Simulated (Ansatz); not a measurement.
Task: a convergence test of the k-point mesh of Sn, space group Fd-3m, with Ansatz 0.2.0, Python API. Give the script and its output. Level of theory (first run): PBEsol, PAW, the default cutoff (420 eV here), 2×2×2 k-points, cold smearing of 0.1 eV. The script varies mesh: (2, 2, 2), (3, 3, 3), (4, 4, 4), (5, 5, 5), (6, 6, 6), (8, 8, 8).

The script reads `sn.cif`:
```cif
data_Sn
_cell_length_a 4.572637
_cell_length_b 4.572637
_cell_length_c 4.572637
_cell_angle_alpha 60.00000
_cell_angle_beta 60.00000
_cell_angle_gamma 60.00000
_symmetry_space_group_name_H-M 'P 1'
_symmetry_Int_Tables_number 1
loop_
_symmetry_equiv_pos_as_xyz
'x, y, z'
loop_
_atom_site_label
_atom_site_type_symbol
_atom_site_fract_x
_atom_site_fract_y
_atom_site_fract_z
Sn1 Sn    0.000000    0.000000    0.000000
Sn2 Sn    0.250000    0.250000    0.250000
```

Script `kconv_sn.py`:
```python
import csv

import ansatz
from ase.io import read


def main() -> None:
    atoms = read("sn.cif")
    crystal = ansatz.Crystal.from_ase(atoms)

    model = (
        crystal.calculation()
        .functional("pbesol")
        .occupations(ansatz.OccupationsMethod.COLD, width=0.1)
    )

    rows = []
    for value in [(2, 2, 2), (3, 3, 3), (4, 4, 4), (5, 5, 5), (6, 6, 6), (8, 8, 8)]:
        rep = model.kpoints(*value).run(threads=1, backend="cpu").report
        rows.append((value, rep["free_energy_ev"] / len(rep["lattice"]["sites"]), rep["n_iterations"], rep["n_kpoints"]))

    with open("kconv.csv", "w", newline="") as handle:
        writer = csv.writer(handle)
        writer.writerow(["mesh", "F/atom (eV)", "iterations", "k-points"])
        writer.writerows([round(v, 5) if isinstance(v, float) else v for v in row] for row in rows)

    for row in rows[:-1]:
        shift = 1000 * (row[1] - rows[-1][1])
        print(f"{row[0]}: {shift:+.2f} meV/atom" + ("  (within 5 meV)" if abs(shift) < 5 else ""))


if __name__ == "__main__":
    main()
```

Output of `python kconv_sn.py`:
```text
DeckWarning: basis.ecutwfc = 420 eV, auto-derived from the records' recommended cutoffs: set by Sn (normal level)
(2, 2, 2): +1112.14 meV/atom
(3, 3, 3): +299.84 meV/atom
(4, 4, 4): +96.31 meV/atom
(5, 5, 5): +36.17 meV/atom
(6, 6, 6): +13.30 meV/atom
```
(Warnings from the package without file and line.)

`kconv.csv`, as written:
```csv
mesh,F/atom (eV),iterations,k-points
"(2, 2, 2)",-5948.63156,7,3
"(3, 3, 3)",-5949.44385,6,4
"(4, 4, 4)",-5949.64739,6,8
"(5, 5, 5)",-5949.70752,6,10
"(6, 6, 6)",-5949.7304,6,16
"(8, 8, 8)",-5949.7437,6,29
```

Shifts are counted from the finest mesh, which is itself no proven limit. Timing: 4.6 s on 1 thread of Arm Neoverse V2, on a shared host, peak memory 0.43 GiB.
